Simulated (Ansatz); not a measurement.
# CH3BSe: functionals against CCSD(T) at one geometry

The task here is to estimate one member of a computed series from the others.

The runs use Ansatz 0.2.0, Gaussian basis; single points in def2-TZVPP.

Cores are frozen in the correlated methods. Filled d shells of the heavier atoms are correlated.

**The starting structure**

6 atoms, charge 0, spin multiplicity 1.

Atoms are counted from 1 here; the program's logs count them from 0.

Bond lengths: B1–C2 1.251 Å, C2–Se3 2.007 Å, C2–H5 0.864 Å, Se3–H6 1.549 Å. Angles: B1–C2–Se3 113.9°, B1–C2–H5 124.9°, Se3–C2–H5 119.7°, C2–Se3–H6 99.0°.

As a file:

```xyz
6
charge 0, multiplicity 1
B    -0.94930    0.29440   -0.19100
C     0.16470    0.24530   -0.75730
Se    1.58580   -0.67270    0.32170
H    -2.43650    0.62260    0.33780
H     0.38710    0.70880   -1.45120
H     0.79470   -0.88430    1.63660
```

Set-up of the first run:

run/in.yaml

```yaml
crystal:
  periodic: [false, false, false]
  atoms:
    - {symbol: B, position_ang: [-0.949300, 0.294400, -0.191000]}
    - {symbol: C, position_ang: [0.164700, 0.245300, -0.757300]}
    - {symbol: Se, position_ang: [1.585800, -0.672700, 0.321700]}
    - {symbol: H, position_ang: [-2.436500, 0.622600, 0.337800]}
    - {symbol: H, position_ang: [0.387100, 0.708800, -1.451200]}
    - {symbol: H, position_ang: [0.794700, -0.884300, 1.636600]}
basis:
  gaussian: {orbitals: def2-TZVPP}
correlation: {method: ccsd_t}
output: {forces: true}
```

No record of the launch command was kept for these runs.

Steps of the session up to this table: CCSD(T)/def2-TZVPP; PBE0-D4/def2-TZVPP; wB97M-V/def2-TZVPP; r2SCAN-D4/def2-TZVPP; PBE-D4/def2-TZVPP; LC-wPBE/def2-TZVPP; BLYP-D4/def2-TZVPP.

One table of the session follows, with a row left open; its other results are not shown here.

```
   method  RMS force component (eV/Å)  angle to CCSD(T) forces (°)  dipole (D)
  CCSD(T)                       5.813                    reference        0.79
  PBE0-D4                       5.771                          2.1        0.82
  wB97M-V                       5.711                          2.2        0.80
r2SCAN-D4                           ?                            ?           ?
   PBE-D4                       5.752                          2.0        0.64
  LC-wPBE                       5.825                          3.3        0.99
  BLYP-D4                       5.620                          2.8        0.57
```

Estimate the missing values for r2SCAN-D4.

**Answer.** RMS force component (eV/Å): 5.730; angle to CCSD(T) forces (°): 1.8; dipole (D): 0.77. In the column «RMS force component (eV/Å)» it lies between wB97M-V (5.711) and PBE-D4 (5.752).
